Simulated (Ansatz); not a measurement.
# F2GeH2O: the cost of one run

Program: Ansatz 0.2.0. Level of theory: RKS LDA/def2-SVP. These are calculated values, not measurements.

## (1) Starting point

Bond lengths: Ge1–O2 1.770 Å, O2–H3 1.010 Å, Ge1–F4 1.680 Å, Ge1–H5 1.549 Å, Ge1–F6 1.679 Å. Angles: Ge1–O2–H3 109.5°, O2–Ge1–F4 109.4°, O2–Ge1–H5 109.5°, O2–Ge1–F6 109.5°, F4–Ge1–H5 109.5°, F4–Ge1–F6 109.5°, H5–Ge1–F6 109.5°.

Coordinates:

```xyz
6

Ge    0.0000    0.0000    0.0000
O     0.0000    0.0000    1.7700
H    -0.9095   -0.2814    2.1071
F     1.5842    0.0000   -0.5594
H    -0.7300    1.2648   -0.5162
F    -0.7913   -1.3709   -0.5594
```

## (2) Relaxing the start

Contents of input.yaml:

```yaml
crystal:
  periodic: [false, false, false]
  atoms:
    - { symbol: Ge, position_ang: [0.0, 0.0, 0.0] }
    - { symbol: O, position_ang: [0.0, 0.0, 1.77] }
    - { symbol: H, position_ang: [-0.9095, -0.2814, 2.1071] }
    - { symbol: F, position_ang: [1.5842, 0.0, -0.5594] }
    - { symbol: H, position_ang: [-0.73, 1.2648, -0.5162] }
    - { symbol: F, position_ang: [-0.7913, -1.3709, -0.5594] }
basis:
  gaussian: { orbitals: def2-SVP }
hamiltonian:
  xc: lda
relax:
  f_tol: 0.02
  max_steps: 40
```

The run is started by

```console
ansatz run input.yaml --threads 1 --pin off --max-ram 2048MiB --backend cpu --events-out ev --progress --plain --runs-dir out
```

What time and memory should one allow on 1 thread of Arm Neoverse N1, shared host?

About 30 s, with a peak of 0.12 GiB.
